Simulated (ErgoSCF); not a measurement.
**InHOF (SMILES [O][InH][F]): a first try and a second**

Wanted: a single-point energy of InHOF, UBHLYP/STO-3G.

The calculation is run with ErgoSCF 3.8.

8 further runs of the same task are left out: 3 that didn't finish, 5 set aside as unsound or not needed.

## 1. The molecule

InHOF: 4 atoms, total charge 0, spin state doublet. SMILES: `[O][InH][F]`. Geometry: a GFN2-xTB relaxation, a rough one for these elements and not checked as a minimum.

Bond lengths: O1–In2 1.898 Å, In2–F3 2.006 Å, In2–H4 1.670 Å. Angles: O1–In2–F3 103.2°, O1–In2–H4 146.3°, F3–In2–H4 110.4°.

## 2. Try one

input.xyz reads:

```xyz
4

O     -1.774880    -0.677260     0.112320
In    -0.105700     0.191490    -0.134790
F      1.184340    -1.014910     0.815470
H      0.696240     1.500670    -0.793000
```

run.inp reads:

```
set_nthreads(1)
molecule "input.xyz"
basis = "STO-3G"
scf.max_number_of_iterations = 92
scf.use_diagonalization = 1
tmpdir = "."
XC.radint = 0.001
spin_polarization = 1
XC.angint = 3
XC.type = "GC2"
scf.output_mulliken_pop = 1
XC.angmin = 3
run "BHandHLYP"
```

The basis set STO-3G is read from a file made from the Basis Set Exchange's data (not shown).

Started as:

```
$ ergo run.inp
```

Log:

```text
[...]
INDF Weighted mixed functional:
[...]
INSC Energy   1 =      -5947.90431171463
[...]
INDE E_LUMO =          0.10225967632
[...]
INSC Energy  24 =      -5858.50336539937  ( diff     -0.000000000003638 )
[...]
RESC CONVERGED after  24 iterations.
RESC FINAL ENERGY:      -5858.50336539937
RESC FINAL <S2> =          0.76137174383
[...]
INSC SCF: dipole_moment_x [atomic units] =      -0.11973310
INSC SCF: dipole_moment_y [atomic units] =       0.47671569
INSC SCF: dipole_moment_z [atomic units] =      -0.39155442
[...]
```

It took 29 s on 1 thread of Intel Xeon at 2.50GHz (Skylake/Cascade Lake), shared host.

## 3. Diagnosis

The program ended normally, but the settings are unsound, so its numbers aren't properties of the molecule.

The fault: the grid is far too coarse. The sound input differs in these keys, not all of which need be the cause: radint 5e-09 in place of 0.001; angular grid order 29 in place of 3.

## 4. The mended input

mol.xyz reads:

```xyz
4
FHInO
O     -1.774880    -0.677260     0.112320
In    -0.105700     0.191490    -0.134790
F      1.184340    -1.014910     0.815470
H      0.696240     1.500670    -0.793000
```

job.ego reads:

```
set_nthreads(1)
molecule "mol.xyz"
basis = "STO-3G"
tmpdir = "."
scf.use_diagonalization = 1
scf.output_mulliken_pop = 1
XC.type = "GC2"
scf.max_number_of_iterations = 150
charge = 0
spin_polarization = 1
run "BHandHLYP"
```

The basis set STO-3G is read from a file made from the Basis Set Exchange's data (not shown).

Started as:

```
$ ergo job.ego
```

Log:

```text
[...]
INDF Weighted mixed functional:
[...]
INSC Energy   1 =      -5947.67985001730
[...]
INDE E_LUMO =          0.12793986177
[...]
INSC Energy  23 =      -5858.10560381270  ( diff     -0.000000000092768 )
[...]
RESC CONVERGED after  23 iterations.
RESC FINAL ENERGY:      -5858.10560381270
RESC FINAL <S2> =          0.75956014515
[...]
INSC SCF: dipole_moment_x [atomic units] =      -0.17902272
INSC SCF: dipole_moment_y [atomic units] =       0.51361855
INSC SCF: dipole_moment_z [atomic units] =      -0.34350888
[...]
```

It took 34 s on 1 thread of Intel Xeon at 2.50GHz (Skylake/Cascade Lake), shared host.

## 5. Summary of results

Level: UBHLYP/STO-3G.

```
     quantity           value
 total energy  -5858.10560 Eh
dipole moment          1.64 D
         ⟨S²⟩           0.760
```

What this shows: The first attempt's energy was -10.824 eV off this one. Mulliken charges run from -0.27 on F3 to +0.67 on In2; they depend strongly on the basis. Relativity is left out although the molecule holds a heavy atom.
